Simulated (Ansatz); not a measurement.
# Si2H3F2 radical: one species, many methods

The task here is to estimate one member of a computed series from the others.

The runs use Ansatz 0.2.0, Gaussian basis; functionals in def2-TZVPP, the program's frozen cores in correlated methods.

Plan: LDA (SPW92), PBE-D4, revPBE-D4, BLYP-D4, r2SCAN-D4, B97M-V, PBE0-D4, B3LYP-D4, r2SCANh-D4, r2SCAN0-D4, HSE06-D4, BHLYP-D4, CAM-B3LYP-D4, LC-ωPBE, ωB97X-V, ωB97M-V, B2PLYP, PBE-QIDH; CCSD(T)/def2-SVP; CCSD(T)/def2-TZVPP; CCSD(T)/def2-QZVPP; extrapolation to the limit; RPA on PBE.

### The geometry

An earlier PBE0-D4 in a triple-zeta def2 set relaxation fixed the geometry.

SMILES `F[SiH](F)[SiH2]`, 7 atoms, charge 0, spin multiplicity 2.

Atoms are counted from 1 here; the program's logs count them from 0.

Bond lengths: F1–Si2 1.593 Å, Si2–F3 1.592 Å, Si2–Si4 2.324 Å, Si2–H5 1.480 Å, Si4–H6 1.486 Å, Si4–H7 1.486 Å. Angles: F1–Si2–F3 106.3°, F1–Si2–Si4 112.7°, F1–Si2–H5 107.3°, F3–Si2–Si4 108.4°, F3–Si2–H5 108.2°, Si4–Si2–H5 113.6°, Si2–Si4–H6 113.7°, Si2–Si4–H7 115.5°, H6–Si4–H7 111.5°.

Set-up of the first run:

in.yaml

```yaml
crystal:
  periodic: [false, false, false]
  atoms:
    - {symbol: F, position_ang: [-0.375529, -1.578787, 1.205948]}
    - {symbol: Si, position_ang: [0.600416, -0.645392, 0.361046]}
    - {symbol: F, position_ang: [1.259452, -1.577365, -0.748619]}
    - {symbol: Si, position_ang: [-0.517548, 1.089508, -0.706295]}
    - {symbol: H, position_ang: [1.670432, -0.186410, 1.274491]}
    - {symbol: H, position_ang: [-0.987897, 2.155035, 0.217068]}
    - {symbol: H, position_ang: [-1.588127, 0.675408, -1.649340]}
basis:
  gaussian: {orbitals: def2-TZVPP}
magnetization: {spin_polarized: true, initial_magnetization: 1}
hamiltonian: {xc: lda}
output: {orbitals: {seedname: orbitals}}
```

Command:

```bash
$ ansatz run in.yaml --threads 2 --pin off --events-out ev --progress --plain --max-ram 22528MiB --backend cpu
```

Among the steps run: LDA; PBE-D4 (GGA); revPBE-D4 (GGA); BLYP-D4 (GGA); r2SCAN-D4 (meta-GGA); B97M-V (meta-GGA); B3LYP-D4 (hybrid); r2SCANh-D4 (hybrid); r2SCAN0-D4 (hybrid); HSE06-D4 (hybrid); BHLYP-D4 (hybrid); CAM-B3LYP-D4 (range-separated); LC-ωPBE (range-separated); ωB97X-V (range-separated); ωB97M-V (range-separated); B2PLYP (double hybrid); PBE-QIDH (double hybrid).

One of the session's tables, all rows but one given; the rest of the session is left out.

It belongs to the step «Frontier levels by functional». 

| functional | HOMO (eV) | LUMO (eV) | gap (eV) |
| --- | --- | --- | --- |
| LDA (SPW92) | -5.62 | -4.49 | 1.13 |
| PBE-D4 | -5.63 | -4.02 | 1.61 |
| revPBE-D4 | -5.61 | -3.87 | 1.73 |
| BLYP-D4 | -5.37 | -4.03 | 1.34 |
| r2SCAN-D4 | -6.00 | -3.59 | 2.41 |
| B97M-V | -5.76 | -4.22 | 1.54 |
| PBE0-D4 | -6.71 | -3.12 | 3.59 |
| B3LYP-D4 | -6.38 | -3.49 | 2.89 |
| r2SCANh-D4 | -6.38 | -3.29 | 3.09 |
| r2SCAN0-D4 | -6.97 | -2.85 | 4.12 |
| HSE06-D4 | -6.31 | -3.50 | 2.81 |
| BHLYP-D4 | -7.52 | -2.32 | 5.20 |
| CAM-B3LYP-D4 | -7.84 | -2.21 | 5.64 |
| LC-ωPBE | ? | ? | ? |
| ωB97X-V | -8.75 | -1.32 | 7.43 |
| ωB97M-V | -8.42 | -1.47 | 6.95 |

Estimate the missing values for LC-ωPBE.

The run gave: HOMO (eV): -9.30; LUMO (eV): -0.78; gap (eV): 8.52. In the column «HOMO (eV)» it is the lowest.
